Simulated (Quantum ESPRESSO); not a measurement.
Tl4Ge:

```
CELL_PARAMETERS angstrom
-3.34457 3.34457 3.34457
3.34457 -3.34457 3.34457
3.34457 3.34457 -3.34457
ATOMIC_POSITIONS crystal
Tl 0.00000 0.00000 0.50000
Tl 0.50000 0.00000 0.00000
Tl 0.00000 0.50000 0.00000
Tl 0.50000 0.50000 0.50000
Ge 0.00000 0.00000 0.00000
```

The cell was built by a generator and needn't be a form met in nature.

Base run:

```yaml
Program: Quantum ESPRESSO 7.5
Functional: PBE
Potentials_or_basis: SSSP 1.3 efficiency PBE
Cutoff: 748 eV
Density_cutoff: 5987 eV
k_mesh: 6 × 6 × 6
Occupations: fermi-dirac, width 0.05 eV
Spin: no spin polarisation
```

Its results: band gap on the k mesh none (metal or under the smearing width); pressure 3.8 GPa.

Q: The run is repeated on the same cell with these changes: functional from PBE to vdW-DF2; occupations from fermi-dirac, width 0.05 eV to fermi-dirac, width 0.2 eV. What comes out?

A: Band gap on the k mesh none (metal or under the smearing width); pressure 8.9 GPa.

Caveats: the potentials were made for another functional, which shifts forces and pressure (some runs); some levels on the path didn't converge (some runs).

Not every run made on this cell is shown here.
